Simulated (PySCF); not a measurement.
# H4OSeSi: the cost of one run

Computed with PySCF 2.14.0 and routines of our own; the level stands in each step. Atoms count from 0.

## 1. The starting structure

7 atoms, charge 0, multiplicity 1; geometry from: GFN2-xTB.

## 2. Optimising the geometry at PBE0-D3(BJ)/def2-SVP

Job settings and geometry (Å):

```
{"job": {"xc": "PBE0", "basis": "def2-SVP", "d3": "d3bj", "grid": 1, "maxiter": 30, "shake": 0.01, "kind": "geom"}, "charge": 0, "multiplicity": 1}
O     -1.202400    -0.757280     0.282730
Si    -0.303090     0.572140     0.074510
Se     1.741810    -0.029220    -0.766770
H     -1.303350    -1.401890    -0.392760
H     -0.807870     1.488090    -0.941790
H     -0.162380     1.082970     1.426630
H      2.071230    -0.983910     0.267530
```

On the command line:

```sh
$ OMP_NUM_THREADS=1 python heavy_run.py task.json out
```

The driver reads the jobs from task.json and runs them one after another.

**Question.** How long does this first job take on 1 thread of Intel Xeon Platinum 8488C, shared host, and how much memory does it need?

About 10 s, with a peak of 0.36 GiB.
